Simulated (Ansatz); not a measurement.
# VN2: the cost of one run

Program: Ansatz 0.2.0. Level of theory: DFT PBEsol, scalar-relativistic, plane waves, PAW. These are calculated values, not measurements.

2 further runs of the same task are left out: 2 set aside as unsound or not needed.

### 1 The starting structure

It takes space group I4/mcm (No. 140, tetragonal). The conventional cell has a = 4.261 Å, b = 4.261 Å, c = 4.911 Å, α = 90.00°, β = 90.00°, γ = 90.00°. Around V (site symmetry 422) lie 8 N at 2.11 Å. Around N (site symmetry m2m) lie 1 N at 1.38 Å and 4 V at 2.11 Å.

As a file:

```cif
data_structure
_symmetry_space_group_name_H-M 'I4/mcm'
_symmetry_Int_Tables_number 140
_cell_length_a 4.2606
_cell_length_b 4.2606
_cell_length_c 4.9106
_cell_angle_alpha 90.000
_cell_angle_beta 90.000
_cell_angle_gamma 90.000
_cell_volume 89.14
loop_
_atom_site_label
_atom_site_type_symbol
_atom_site_symmetry_multiplicity
_atom_site_Wyckoff_symbol
_atom_site_fract_x
_atom_site_fract_y
_atom_site_fract_z
_atom_site_occupancy
V1 V 4 a 0.00000 0.00000 0.25000 1
N1 N 8 h 0.61426 0.11426 0.00000 1
```

This cell was relaxed beforehand with the same method: volume 7.43 Å³/atom, gap on the mesh none (metal).

### 2 The reference: the undisturbed cell on the scan's mesh

input.yaml

```yaml
crystal:
  lattice:
    - [-2.1303226048, 2.1303226048, 2.4552814628]
    - [2.1303226048, -2.1303226048, 2.4552814628]
    - [2.1303226048, 2.1303226048, -2.4552814628]
  atoms:
    - { symbol: V, position: [0.25, 0.25, 0.0] }
    - { symbol: V, position: [0.75, 0.75, 0.0] }
    - { symbol: "N", position: [0.1142608421, 0.6142608421, 0.7285216842] }
    - { symbol: "N", position: [0.6142608421, 0.8857391579, 0.5] }
    - { symbol: "N", position: [0.8857391579, 0.3857391579, 0.2714783158] }
    - { symbol: "N", position: [0.3857391579, 0.1142608421, 0.5] }
basis:
  ecutwfc: 420
kpoints:
  mp_grid: { grid: [12, 12, 12] }
hamiltonian:
  xc: pbesol
scf:
  occupations: { method: gaussian, width: 0.15 }
output:
  forces: true
  stress: true
  eigenvalues: true
  write_density: true
  write_potential: true
  elf: true
  volumetric_format: npy
```

The run is started by

```
$ ansatz run input.yaml --threads 2 --pin off --max-ram 5120MiB --backend cpu --events-out ev --progress --plain --runs-dir out
```

Q: Estimate wall time and peak memory on 2 threads of AMD EPYC 9R45 (Zen 5), shared host.

About 2.5 s, with a peak of 0.51 GiB.
